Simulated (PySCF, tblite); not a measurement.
# C₆H₆F₄O: geometry, infrared bands and NMR shifts

What infrared bands and NMR shifts should C₆H₆F₄O (`O=C(F)C1(C(F)(F)F)CCC1`) show?

Computed with tblite 0.8.0 and PySCF 2.14.0, with density-fitted response routines of our own, on a single molecule in the gas phase. Atoms are numbered from 0 throughout.

## Step 1: Starting geometry

17 atoms, charge 0, multiplicity 1; geometry from: force field or distance geometry start.

Bonds of the start (Å): O0–C1 1.20, C1–F2 1.38, C1–C3 1.47, C3–C4 1.52, C4–F5 1.39, C4–F6 1.39, C4–F7 1.38, C3–C8 1.53, C8–C9 1.51, C9–C10 1.50, C10–C3 1.50, C8–H11 1.12, C8–H12 1.10, C9–H13 1.11, C9–H14 1.12, C10–H15 1.09, C10–H16 1.12.

## Step 2: Optimising the geometry with GFN2-xTB

Job settings and geometry (Å):

```
{"job": {"kind": "relax", "xc": "GFN2-xTB", "basis": "xTB"}, "charge": 0, "multiplicity": 1}
O     -1.040200     2.446200    -0.468400
C     -0.167400     1.623600    -0.544700
F      1.038600     1.929900    -1.135600
C     -0.295700     0.260000     0.001400
C     -1.642200     0.018500     0.655500
F     -2.620400     0.208400    -0.312700
F     -1.846200     0.915400     1.691900
F     -1.693200    -1.281000     1.103500
C      0.894600    -0.117900     0.881000
C      1.478800    -0.771800    -0.346000
C      0.086600    -0.882200    -0.897500
H      1.453600     0.800800     1.189600
H      0.667700    -0.804200     1.712800
H      1.931300    -1.769100    -0.163800
H      2.149700    -0.039800    -0.855700
H     -0.003500    -0.699300    -1.971200
H     -0.399100    -1.825500    -0.550100
```

The run is started by

```console
OMP_NUM_THREADS=1 python probes_run.py task.json out
```

One launch serves the whole session: the jobs run in the order shown.

**Question.** This job is followed by: GFN2-xTB harmonic vibrations, gas phase; GIAO PBE0/pcSseg-1 NMR shielding, non-relativistic, gas phase. What will the session give for the following? strongest single infrared mode (GFN2-xTB); zero-point energy (GFN2-xTB); 13C shifts against TMS (PBE0/pcSseg-1, means over atoms taken as alike); 1H shifts against TMS (PBE0/pcSseg-1, means over atoms taken as alike); 17O shifts against H2O (PBE0/pcSseg-1); 19F shifts against CFCl3 (PBE0/pcSseg-1, means over atoms taken as alike); surface potential, 1st and 99th percentile.

The runs gave:

```
                                                                 quantity                               value
                                strongest single infrared mode (GFN2-xTB)               1876 cm⁻¹, 486 km/mol
                                             zero-point energy (GFN2-xTB)                       71.8 kcal/mol
  13C shifts against TMS (PBE0/pcSseg-1, means over atoms taken as alike)  167.0, 135.2, 49.7, 25.9, 16.5 ppm
   1H shifts against TMS (PBE0/pcSseg-1, means over atoms taken as alike)          2.79, 2.52, 2.35, 2.12 ppm
                                   17O shifts against H2O (PBE0/pcSseg-1)                           463.1 ppm
19F shifts against CFCl3 (PBE0/pcSseg-1, means over atoms taken as alike)                     35.4, -92.3 ppm
                                    surface potential, 1st and 99th percentile                  -1.28 V and 1.39 V
```

In words: Over 90 steps the energy fell by 0.763 eV; of the close pairs, C4–F5 changed most, 1.389 to 1.337 Å. No mode is imaginary among the 45: a minimum at this level. The strongest single mode, at 1876 cm⁻¹, moves mainly C1 and O0. GFN2-xTB is a fitted tight-binding method: band positions and strengths are rough. Its intensities can rank the bands wrongly. At PBE0/pcSseg-1: The largest span, 665 ppm, is at O0, where the paramagnetic term is -526 ppm. By nearest atom (PBE0/pcSseg-1), the HOMO sits on O0 53 %; C3 10 % and the LUMO on C1 44 %; O0 28 %.
